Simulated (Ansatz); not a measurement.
# HgPt3: energy and stress against strain

Aim: for HgPt3, see how energy and stress answer to the strain pattern (0, 1, 0, 0, 0, 0).

Computed with Ansatz 0.2.0 (DFT LDA, scalar-relativistic, plane waves, PAW, unless a step's input says otherwise).

## (1) Starting point

The structure is cubic, space group Pm-3m (No. 221). Conventional cell: a = 3.973 Å, b = 3.973 Å, c = 3.973 Å, α = 90.00°, β = 90.00°, γ = 90.00°. Hg (site symmetry m-3m) has 12 Pt at 2.81 Å as nearest neighbours. Around Pt (site symmetry 4/mmm) lie 4 Hg at 2.81 Å and 8 Pt at 2.81 Å.

Structure file:

```
CELL_PARAMETERS angstrom
3.97269 0.00000 0.00000
0.00000 3.97269 0.00000
0.00000 0.00000 3.97269
ATOMIC_POSITIONS crystal
Hg 0.00000 0.00000 0.00000
Pt 0.00000 0.50000 0.50000
Pt 0.50000 0.50000 0.00000
Pt 0.50000 0.00000 0.50000
```

It goes back to an entry of the Materials Project, which need not be the stable form.

It is the result of an earlier relaxation at this level (volume 15.67 Å³/atom; gap on the mesh: none (metal)).

## (2) The undisturbed cell

The input, input.yaml:

```yaml
crystal:
  lattice:
    - [3.9726881452, 0.0, 0.0]
    - [0.0, 3.9726881452, 0.0]
    - [0.0, 0.0, 3.9726881452]
  atoms:
    - { symbol: Hg, position: [0.0, 0.0, 0.0] }
    - { symbol: Pt, position: [0.0, 0.5, 0.5] }
    - { symbol: Pt, position: [0.5, 0.5, 0.0] }
    - { symbol: Pt, position: [0.5, 0.0, 0.5] }
basis:
  ecutwfc: 420
kpoints:
  mp_grid: { grid: [12, 12, 12] }
hamiltonian:
  xc: lda
scf:
  occupations: { method: gaussian, width: 0.15 }
output:
  forces: true
  stress: true
  eigenvalues: true
```

## (3) Setting up energy and stress against strain

The cell is strained by ε times the Voigt pattern (0, 1, 0, 0, 0, 0) (xx, yy, zz, yz, xz, xy; engineering shear), with fractional coordinates fixed (clamped ions). The stress on the pattern is the sum of the stress components weighted by it, tension positive.

## (4) At ε = -0.1000

Edit input.yaml of step 2 so:

```diff
@@ -3,3 +3,3 @@
     - [3.9726881452, 0.0, 0.0]
-    - [0.0, 3.9726881452, 0.0]
+    - [0.0, 3.5754193307, 0.0]
     - [0.0, 0.0, 3.9726881452]
```

## (5) ε = 0.0750

Edit input.yaml of step 4 so:

```diff
@@ -3,3 +3,3 @@
     - [3.9726881452, 0.0, 0.0]
-    - [0.0, 3.5754193307, 0.0]
+    - [0.0, 4.2706397561, 0.0]
     - [0.0, 0.0, 3.9726881452]
```

## (6) At ε = -0.0500

Edit input.yaml of step 5 so:

```diff
@@ -3,3 +3,3 @@
     - [3.9726881452, 0.0, 0.0]
-    - [0.0, 4.2706397561, 0.0]
+    - [0.0, 3.7740537379, 0.0]
     - [0.0, 0.0, 3.9726881452]
```

## (7) Point ε = 0.0250

Edit input.yaml of step 6 so:

```diff
@@ -3,3 +3,3 @@
     - [3.9726881452, 0.0, 0.0]
-    - [0.0, 3.7740537379, 0.0]
+    - [0.0, 4.0720053488, 0.0]
     - [0.0, 0.0, 3.9726881452]
```

(Steps that only read results are left out.)

Before running it: what results should come out? Wanted: slope of the stress at ε = 0, from the points at -0.0500, 0 and 0.0250.

As calculated:

```
                                                              quantity    value
slope of the stress at ε = 0, from the points at -0.0500, 0 and 0.0250  290 GPa
```

**Reading.** From the stress slope, C22 is about 290 GPa with the ions clamped; letting the atoms relax could not make it stiffer. The step is wide, so higher orders mix in. The undisturbed cell stays the lowest of the sampled points. Spin-orbit coupling is left out for Hg, Pt.
